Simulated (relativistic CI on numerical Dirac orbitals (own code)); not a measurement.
# Ba⁺: one ion under different settings

Aim: see what numerical and physical settings do to the SCF, the total energy and the lowest levels of Ba⁺.

Program: relativistic CI on numerical Dirac orbitals (own code) version 3. Level of theory: Dirac-Coulomb-Breit CI, KLI orbitals optimised for each configuration, model QED (radiative potential, 1s self-energy scaled to tabulated hydrogen-like ionisation energies), numerical settings as typed. These are calculated values, not measurements, unless marked.

## Step 1: The atom as given

- ion: Ba⁺ (Ba II)
- nuclear charge: 56
- electrons: 55
- isotope: A = 138

## Step 2: A try

The run's settings:

```ini
atom Ba  Z=56  charge=3  electrons=53
nucleus A=138  rms_radius_fm=4.8378
hamiltonian dirac-coulomb  breit=on  qed=on  c_scale=1
orbitals kli  potential=per-configuration
slater_scale 1
correlation none
mixing on
grid step=0.0125 r_max=129.7
scf mixing=0.4 start=green max_iterations=52 tolerance=2e-08 node_fill=0.05
configurations
  [Xe] 6s
  [Xe] 5d
end
```

Command:

```
python run_levels.py task.json out
```

task.json lists these runs, among others, and the program works through them in turn.

Main fields of the result record, rounded:

```text
status: refused
warnings: ["configuration [Xe] 6s has 55 electrons, the ion has 53"]
```

Wall time 0.00053 s (1 thread, shared host).

Diagnosis: the program refused the input. The electrons of a configuration don't add up to Z less the charge. The input had charge 3. The cure is to make charge and configurations agree.

## Step 3: The mended input

The run's settings:

```ini
atom Ba  Z=56  charge=1  electrons=55
nucleus A=138  rms_radius_fm=4.8378
hamiltonian dirac-coulomb  breit=on  qed=on  c_scale=1
orbitals kli  potential=per-configuration
slater_scale 1
correlation none
mixing on
grid step=0.0125 r_max=129.7
scf mixing=0.4 start=green max_iterations=150 tolerance=2e-08 node_fill=0.05
configurations
  [Xe] 6s
  [Xe] 5d
end
```

Result record:

```text
status: converged
levels [i, E_cm, J2, conf, term, w_term, w_jj]:
  - [0, 0, 1, "6s", "2S", 1, 1]
  - [1, 6220.5001, 3, "5d", "2D", 1, 1]
  - [2, 6696.7255, 5, "5d", "2D", 1, 1]
total_energy [Ha]: -8124.5588017
n_levels_all: 3
overlap: 1.0662e-11
scf_iterations: [11, 12]
orbital_energies [Ha]: {"1s": -1367.05, "2s": -216.261, "2p1/2": -203.655, "2p3/2": -189.666, "3s": -45.9592, "3p1/2": -40.6886, "3p3/2": -37.9744, "3d3/2": -28.7591, "3d5/2": -28.1814, "4s": -9.18354, "4p1/2": -7.26799, "4p3/2": -6.70946, "4d3/2": -3.58391, "4d5/2": -3.48923, "5s": -1.47488, "5p1/2": -0.982898, "5p3/2": -0.90846, "6s": -0.344272}
configurations [conf, odd, states, E_av_Ha, breit_Ha, qed_Ha]:
  - ["6s", 0, 2, -8135.467855, 6.546, 4.363]
  - ["5d", 0, 10, -8135.437592, 6.546, 4.362]
scf_steps of the first configuration [iteration, E_Ha, residual, outer_eigenvalue_Ha]:
  - [1, -8130.344875, 1.22, -0.3867]
  - [2, -8134.660593, 0.506, -0.354]
  - [3, -8135.40275, 0.16, -0.346]
  - [4, -8135.4676, 0.0183, -0.3467]
  - [5, -8135.467543, 0.00403, -0.344]
  - [6, -8135.467911, 0.00137, -0.3445]
  - [7, -8135.467858, 0.00016, -0.3443]
  - [8, -8135.467854, 9.87e-06, -0.3443]
  - [9, -8135.467856, 1.08e-05, -0.3443]
  - [10, -8135.467855, 3.22e-07, -0.3443]
  - [11, -8135.467855, 1.22e-08, -0.3443]
```

It took 0.2 s on 1 thread, shared host.

## Step 4: End of the grid 64.85, Breit term off, node fill 0

The run's settings:

```ini
atom Ba  Z=56  charge=1  electrons=55
nucleus A=138  rms_radius_fm=4.8378
hamiltonian dirac-coulomb  breit=off  qed=on  c_scale=1
orbitals kli  potential=per-configuration
slater_scale 1
correlation none
mixing on
grid step=0.0125 r_max=64.85
scf mixing=0.4 start=green max_iterations=150 tolerance=2e-08 node_fill=0
configurations
  [Xe] 6s
  [Xe] 5d
end
```

Result record:

```text
status: converged
levels [i, E_cm, J2, conf, term, w_term]:
  - [0, 0, 1, "6s", "2S", 1]
  - [1, 6294.557, 3, "5d", "2D", 1]
  - [2, 6779.9816, 5, "5d", "2D", 1]
total_energy [Ha]: -8131.1034833
n_levels_all: 3
overlap: 1.04412e-11
scf_iterations: [11, 11]
orbital_energies [Ha]: {"1s": -1367.5, "2s": -216.478, "2p1/2": -203.895, "2p3/2": -189.895, "3s": -46.0628, "3p1/2": -40.7964, "3p3/2": -38.0786, "3d3/2": -28.8689, "3d5/2": -28.2897, "4s": -9.20921, "4p1/2": -7.29393, "4p3/2": -6.73376, "4d3/2": -3.60713, "4d5/2": -3.51196, "5s": -1.48233, "5p1/2": -0.988887, "5p3/2": -0.913807, "6s": -0.345934}
configurations [conf, odd, states, E_av_Ha, breit_Ha, qed_Ha]:
  - ["6s", 0, 2, -8135.466824, 0, 4.363]
  - ["5d", 0, 10, -8135.43655, 0, 4.363]
scf_steps of the first configuration [iteration, E_Ha, residual, outer_eigenvalue_Ha]:
  - [1, -8130.344875, 1.2, -0.3867]
  - [2, -8134.61969, 0.497, -0.3551]
  - [3, -8135.395572, 0.158, -0.3474]
  - [4, -8135.466712, 0.0179, -0.3483]
  - [5, -8135.466927, 0.00379, -0.3456]
  - [6, -8135.466775, 0.00143, -0.3461]
  - [7, -8135.466812, 0.000149, -0.346]
  - [8, -8135.466824, 7.41e-06, -0.3459]
  - [9, -8135.466824, 9.92e-06, -0.3459]
  - [10, -8135.466824, 2.99e-07, -0.3459]
  - [11, -8135.466824, 8.59e-09, -0.3459]
```

Run time: 0.17 s. Hardware: 1 thread, shared host.

## Step 5: Nuclear radius 5.3216

The run's settings:

```ini
atom Ba  Z=56  charge=1  electrons=55
nucleus A=138  rms_radius_fm=5.3216
hamiltonian dirac-coulomb  breit=on  qed=on  c_scale=1
orbitals kli  potential=per-configuration
slater_scale 1
correlation none
mixing on
grid step=0.0125 r_max=129.7
scf mixing=0.4 start=green max_iterations=150 tolerance=2e-08 node_fill=0.05
configurations
  [Xe] 6s
  [Xe] 5d
end
```

Result record:

```text
status: converged
levels [i, E_cm, J2, conf, term, w_term]:
  - [0, 0, 1, "6s", "2S", 1]
  - [1, 6219.7418, 3, "5d", "2D", 1]
  - [2, 6695.9791, 5, "5d", "2D", 1]
total_energy [Ha]: -8124.4966788
n_levels_all: 3
overlap: 1.06614e-11
scf_iterations: [11, 12]
orbital_energies [Ha]: {"1s": -1367.02, "2s": -216.258, "2p1/2": -203.656, "2p3/2": -189.666, "3s": -45.9586, "3p1/2": -40.6886, "3p3/2": -37.9744, "3d3/2": -28.7591, "3d5/2": -28.1814, "4s": -9.1834, "4p1/2": -7.268, "4p3/2": -6.70948, "4d3/2": -3.58392, "4d5/2": -3.48924, "5s": -1.47485, "5p1/2": -0.982901, "5p3/2": -0.908463, "6s": -0.344269}
configurations [conf, odd, states, E_av_Ha, breit_Ha, qed_Ha]:
  - ["6s", 0, 2, -8135.404673, 6.546, 4.362]
  - ["5d", 0, 10, -8135.374413, 6.546, 4.362]
scf_steps of the first configuration [iteration, E_Ha, residual, outer_eigenvalue_Ha]:
  - [1, -8130.281849, 1.22, -0.3867]
  - [2, -8134.597436, 0.506, -0.354]
  - [3, -8135.33957, 0.16, -0.346]
  - [4, -8135.404417, 0.0183, -0.3467]
  - [5, -8135.404361, 0.00403, -0.344]
  - [6, -8135.404729, 0.00137, -0.3445]
  - [7, -8135.404676, 0.00016, -0.3443]
  - [8, -8135.404671, 9.87e-06, -0.3443]
  - [9, -8135.404673, 1.08e-05, -0.3443]
  - [10, -8135.404673, 3.22e-07, -0.3443]
  - [11, -8135.404673, 1.22e-08, -0.3443]
```

Run time: 0.2 s. Hardware: 1 thread, shared host.

The changed nuclear radius is not that of the isotope named.

## Step 6: Breit term off, start potential bare, end of the grid 389.1

The run's settings:

```ini
atom Ba  Z=56  charge=1  electrons=55
nucleus A=138  rms_radius_fm=4.8378
hamiltonian dirac-coulomb  breit=off  qed=on  c_scale=1
orbitals kli  potential=per-configuration
slater_scale 1
correlation none
mixing on
grid step=0.0125 r_max=389.1
scf mixing=0.4 start=bare max_iterations=150 tolerance=2e-08 node_fill=0.05
configurations
  [Xe] 6s
  [Xe] 5d
end
```

Result record:

```text
status: converged
levels [i, E_cm, J2, conf, term, w_term]:
  - [0, 0, 1, "6s", "2S", 1]
  - [1, 6278.6476, 3, "5d", "2D", 1]
  - [2, 6787.8396, 5, "5d", "2D", 1]
total_energy [Ha]: -8131.1051165
n_levels_all: 3
overlap: 1.06625e-11
scf_iterations: [18, 19]
orbital_energies [Ha]: {"1s": -1367.05, "2s": -216.261, "2p1/2": -203.655, "2p3/2": -189.666, "3s": -45.9592, "3p1/2": -40.6886, "3p3/2": -37.9744, "3d3/2": -28.7591, "3d5/2": -28.1814, "4s": -9.18354, "4p1/2": -7.26799, "4p3/2": -6.70946, "4d3/2": -3.58391, "4d5/2": -3.48923, "5s": -1.47488, "5p1/2": -0.982898, "5p3/2": -0.90846, "6s": -0.344272}
configurations [conf, odd, states, E_av_Ha, breit_Ha, qed_Ha]:
  - ["6s", 0, 2, -8135.467855, 0, 4.363]
  - ["5d", 0, 10, -8135.437592, 0, 4.362]
scf_steps of the first configuration [iteration, E_Ha, residual, outer_eigenvalue_Ha]:
  - [1, -7239.547067, 14.5, -44.69]
  - [2, -7853.539222, 9.01, -20.39]
  - [3, -8003.570057, 7.77, -0.6778]
  - [4, -8062.161769, 5.25, -0.8583]
  - [5, -8110.261508, 2.58, -0.177]
  - [6, -8135.053227, 0.25, -0.2906]
  - [7, -8135.090189, 0.252, -0.2955]
  - [8, -8135.438628, 0.0759, -0.3461]
  - [9, -8135.462806, 0.0356, -0.3396]
  - [10, -8135.467587, 0.00339, -0.3451]
  - [11, -8135.467605, 0.00342, -0.3442]
  - [12, -8135.467852, 8.79e-05, -0.3443]
  - [13, -8135.467859, 0.000101, -0.3443]
  - [14, -8135.467856, 3.07e-05, -0.3443]
  - [15, -8135.467857, 3.36e-05, -0.3443]
  - [16, -8135.467855, 7.59e-08, -0.3443]
  - [17, -8135.467855, 2.65e-08, -0.3443]
  - [18, -8135.467855, 2.46e-09, -0.3443]
```

Wall time 0.28 s (1 thread, shared host).

## Step 7: Nuclear radius 6.2891, start potential previous, potential mixing 0.1

The run's settings:

```ini
atom Ba  Z=56  charge=1  electrons=55
nucleus A=138  rms_radius_fm=6.2891
hamiltonian dirac-coulomb  breit=on  qed=on  c_scale=1
orbitals kli  potential=per-configuration
slater_scale 1
correlation none
mixing on
grid step=0.0125 r_max=129.7
scf mixing=0.1 start=previous max_iterations=150 tolerance=2e-08 node_fill=0.05
configurations
  [Xe] 6s
  [Xe] 5d
end
```

Result record:

```text
status: converged
levels [i, E_cm, J2, conf, term, w_term]:
  - [0, 0, 1, "6s", "2S", 1]
  - [1, 6218.0572, 3, "5d", "2D", 1]
  - [2, 6694.3209, 5, "5d", "2D", 1]
total_energy [Ha]: -8124.3583198
n_levels_all: 3
overlap: 1.06615e-11
scf_iterations: [15, 12]
orbital_energies [Ha]: {"1s": -1366.96, "2s": -216.25, "2p1/2": -203.656, "2p3/2": -189.667, "3s": -45.9572, "3p1/2": -40.6887, "3p3/2": -37.9745, "3d3/2": -28.7592, "3d5/2": -28.1815, "4s": -9.1831, "4p1/2": -7.26802, "4p3/2": -6.70951, "4d3/2": -3.58395, "4d5/2": -3.48927, "5s": -1.47481, "5p1/2": -0.982908, "5p3/2": -0.90847, "6s": -0.344263}
configurations [conf, odd, states, E_av_Ha, breit_Ha, qed_Ha]:
  - ["6s", 0, 2, -8135.263856, 6.546, 4.36]
  - ["5d", 0, 10, -8135.233605, 6.545, 4.36]
scf_steps of the first configuration [iteration, E_Ha, residual, outer_eigenvalue_Ha]:
  - [1, -8128.971691, 1.61, -0.2758]
  - [2, -8131.606169, 1.16, -0.2982]
  - [3, -8135.09235, 0.191, -0.3655]
  - [4, -8135.24314, 0.0591, -0.3813]
  - [5, -8135.258664, 0.049, -0.359]
  - [6, -8135.262982, 0.0112, -0.343]
  - [7, -8135.263529, 0.00289, -0.3445]
  - [8, -8135.263849, 0.00103, -0.3448]
  - [9, -8135.263877, 0.000334, -0.3443]
  - [10, -8135.263859, 3.75e-05, -0.3443]
  - [11, -8135.263857, 8.27e-06, -0.3443]
  - [12, -8135.263857, 2.53e-06, -0.3443]
  - [13, -8135.263856, 7.41e-08, -0.3443]
  - [14, -8135.263856, 6.6e-08, -0.3443]
  - [15, -8135.263856, 2.15e-09, -0.3443]
```

Run time: 0.21 s. Hardware: 1 thread, shared host.

The changed nuclear radius is not that of the isotope named.

## Step 8: Potential mixing 1.8

The run's settings:

```ini
atom Ba  Z=56  charge=1  electrons=55
nucleus A=138  rms_radius_fm=4.8378
hamiltonian dirac-coulomb  breit=on  qed=on  c_scale=1
orbitals kli  potential=per-configuration
slater_scale 1
correlation none
mixing on
grid step=0.0125 r_max=129.7
scf mixing=1.8 start=green max_iterations=92 tolerance=2e-08 node_fill=0.05
configurations
  [Xe] 6s
  [Xe] 5d
end
```

Result record:

```text
status: converged
levels [i, E_cm, J2, conf, term, w_term]:
  - [0, 0, 1, "6s", "2S", 1]
  - [1, 6220.5, 3, "5d", "2D", 1]
  - [2, 6696.7254, 5, "5d", "2D", 1]
total_energy [Ha]: -8124.5588017
n_levels_all: 3
overlap: 1.06623e-11
scf_iterations: [12, 12]
orbital_energies [Ha]: {"1s": -1367.05, "2s": -216.261, "2p1/2": -203.655, "2p3/2": -189.666, "3s": -45.9592, "3p1/2": -40.6886, "3p3/2": -37.9744, "3d3/2": -28.7591, "3d5/2": -28.1814, "4s": -9.18354, "4p1/2": -7.26799, "4p3/2": -6.70946, "4d3/2": -3.58391, "4d5/2": -3.48923, "5s": -1.47488, "5p1/2": -0.982898, "5p3/2": -0.90846, "6s": -0.344272}
configurations [conf, odd, states, E_av_Ha, breit_Ha, qed_Ha]:
  - ["6s", 0, 2, -8135.467855, 6.546, 4.363]
  - ["5d", 0, 10, -8135.437592, 6.546, 4.362]
scf_steps of the first configuration [iteration, E_Ha, residual, outer_eigenvalue_Ha]:
  - [1, -8130.344875, 1.22, -0.3867]
  - [2, -8114.177904, 2.53, -0.2785]
  - [3, -8134.898752, 0.331, -0.389]
  - [4, -8135.451818, 0.0754, -0.3487]
  - [5, -8135.468063, 0.0212, -0.348]
  - [6, -8135.468232, 0.0105, -0.3452]
  - [7, -8135.46781, 0.000781, -0.3441]
  - [8, -8135.467859, 3.68e-05, -0.3443]
  - [9, -8135.467858, 5.04e-05, -0.3443]
  - [10, -8135.467855, 1e-06, -0.3443]
  - [11, -8135.467855, 1.23e-07, -0.3443]
  - [12, -8135.467855, 3.8e-09, -0.3443]
```

Wall time 0.2 s (1 thread, shared host).

The value lies outside the usual range, yet the result is unchanged in this case.

## Step 9: Comparison

| setting | total energy less usual (Ha) | largest shift of a level among the lowest eight of both runs, same label and place (cm⁻¹) | SCF iterations | time | lowest level | kind of change |
| --- | --- | --- | --- | --- | --- | --- |
| usual | 0 | 0 | 23 | 0.2 s | 6s 2S1/2 | - |
| end of the grid 64.85, Breit term off, node fill 0 | -6.54 | 83.3 | 22 | 0.17 s | 6s 2S1/2 | model term |
| nuclear radius 5.3216 | 0.0621 | 0.758 | 23 | 0.2 s | 6s 2S1/2 | unphysical constant |
| Breit term off, start potential bare, end of the grid 389.1 | -6.55 | 91.1 | 37 | 0.28 s | 6s 2S1/2 | model term |
| nuclear radius 6.2891, start potential previous, potential mixing 0.1 | 0.2 | 2.44 | 27 | 0.21 s | 6s 2S1/2 | unphysical constant |
| potential mixing 1.8 | 0 | 0 | 24 | 0.2 s | 6s 2S1/2 | extreme, harmless here |

## Step 10: Results

| quantity | value |
| --- | --- |
| lowest level, usual settings | 6s 2S1/2 |
| total energy | -8124.5588 Ha |
| first excitation | 6220.5 cm⁻¹ |
| runs without a result | 1 |

Among the runs whose levels can be followed, they move most under «Breit term off, start potential bare, end of the grid 389.1» (model term), by up to 91.1 cm⁻¹. No visible change in the result comes from «potential mixing 1.8». «Breit term off, start potential bare, end of the grid 389.1» costs 37 SCF iterations against 23. Only the listed configurations are in the model. Near neutrality, missing correlation can shift configurations against each other by thousands of cm⁻¹.
